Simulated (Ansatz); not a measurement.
# C2H3BMg: the cost of one run

Method: RKS B3LYP-D4/def2-SVP, in Ansatz 0.2.0.

1 further run of the same task is left out (it didn't finish).

### 1 The structure to begin with

Bond lengths: C1–C2 1.217 Å, C2–B3 1.488 Å, B3–Mg4 2.107 Å, C1–H5 1.056 Å, B3–H6 1.175 Å, Mg4–H7 1.711 Å. Angles: C1–C2–B3 173.2°, C2–C1–H5 174.8°, C2–B3–Mg4 91.7°, C2–B3–H6 117.3°, Mg4–B3–H6 151.0°, B3–Mg4–H7 153.8°.

As a file:

```xyz
7

C    -1.6273   -0.1868   -0.2649
C    -0.6203   -0.2944    0.4094
B     0.6959   -0.3488    1.1009
Mg    1.6689    0.5310   -0.5474
H    -2.5491   -0.1333   -0.7764
H     0.7170   -0.7973    2.1863
H     1.7149    1.2297   -2.1080
```

### 2 Relaxing end A

File input.yaml:

```yaml
crystal:
  periodic: [false, false, false]
  atoms:
    - { symbol: C, position_ang: [-1.62733, -0.18682, -0.26489] }
    - { symbol: C, position_ang: [-0.62034, -0.29441, 0.40942] }
    - { symbol: B, position_ang: [0.69593, -0.34878, 1.10092] }
    - { symbol: Mg, position_ang: [1.66894, 0.53095, -0.54737] }
    - { symbol: H, position_ang: [-2.54911, -0.1333, -0.77641] }
    - { symbol: H, position_ang: [0.71703, -0.79734, 2.18632] }
    - { symbol: H, position_ang: [1.71488, 1.2297, -2.10799] }
basis:
  gaussian: { orbitals: def2-SVP }
hamiltonian:
  xc: b3lyp
  dispersion: d4
relax:
  f_tol: 0.02
  max_steps: 50
```

On the command line:

```
$ ansatz run input.yaml --threads 1 --pin off --max-ram 2048MiB --backend cpu --events-out ev --progress --plain --runs-dir out
```

**Question.** How long does this run take on 1 thread of Intel Xeon 6975P-C (Granite Rapids), shared host, and how much memory does it need?

About 23 s, with a peak of 0.18 GiB.
